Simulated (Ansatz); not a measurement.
# ReTc: the cost of one run

Computed with Ansatz 0.2.0, driven from Python. Level of theory: DFT PBEsol, all-electron LAPW.

## Step 1: The system

It takes space group P-6m2 (No. 187, hexagonal). The conventional cell has a = 2.749 Å, b = 2.749 Å, c = 4.440 Å, α = 90.00°, β = 90.00°, γ = 120.00°. Tc (site symmetry -6m2) has 6 Re at 2.73 Å and 6 Tc at 2.75 Å as nearest neighbours. Re (site symmetry -6m2) is surrounded by 6 Tc at 2.73 Å and 6 Re at 2.75 Å.

The script holds or builds the structure itself.

## Step 2: Script

File retc.py:

```python
import warnings

import ansatz
from ase.eos import EquationOfState
from ase.units import GPa
import numpy as np

vectors0 = np.array([
    [2.749299, 0.0, 0.0],
    [-1.37465, 2.380963, 0.0],
    [0.0, 0.0, 4.440267],
])
sites = [
    ("Tc", [0.0, 0.0, 0.0]),
    ("Re", [1 / 3, 2 / 3, 0.5]),
]


def crystal_on(cell):
    crystal = ansatz.Crystal(lattice=ansatz.Lattice.of(cell))
    for symbol, position in sites:
        crystal = crystal.atom(symbol, position)
    return crystal


def main() -> None:
    warnings.simplefilter("ignore", ansatz.DeckWarning)

    volumes, energies = [], []
    for scale in np.linspace(0.92, 1.08, 5):
        cell = vectors0 * scale ** (1 / 3)
        calculation = (
            crystal_on(cell).calculation()
            .functional("pbesol")
            .occupations("methfessel_paxton", width=0.1)
            .kpoints(12, 12, 7)
            .pseudopotentials("all_electron", lapw=True)
        )
        rep = calculation.run(threads=1, backend="cpu").report
        volumes.append(abs(np.linalg.det(cell)) / len(sites))
        energies.append(rep["free_energy_ev"] / len(sites))
        print(f"{scale:.3f} {volumes[-1]:9.4f} A^3/atom {energies[-1]:16.5f} eV/atom  (estimated basis error {1000 * rep['lapw_basis_errors']['total_ev_per_atom']:.2f} meV/atom)")
    v0, e0, bulk = EquationOfState(volumes, energies, eos="birchmurnaghan").fit()
    print(f"V0 = {v0:.4f} A^3/atom, B0 = {bulk / GPa:.1f} GPa")


if __name__ == "__main__":
    main()
```

## Step 3: Launch

Run with:

```sh
> python retc.py
```

**Question.** How long does this script take on 1 thread of Arm Neoverse V2, shared host, and how much memory does it need?

About 6.2 min, with a peak of 0.63 GiB.
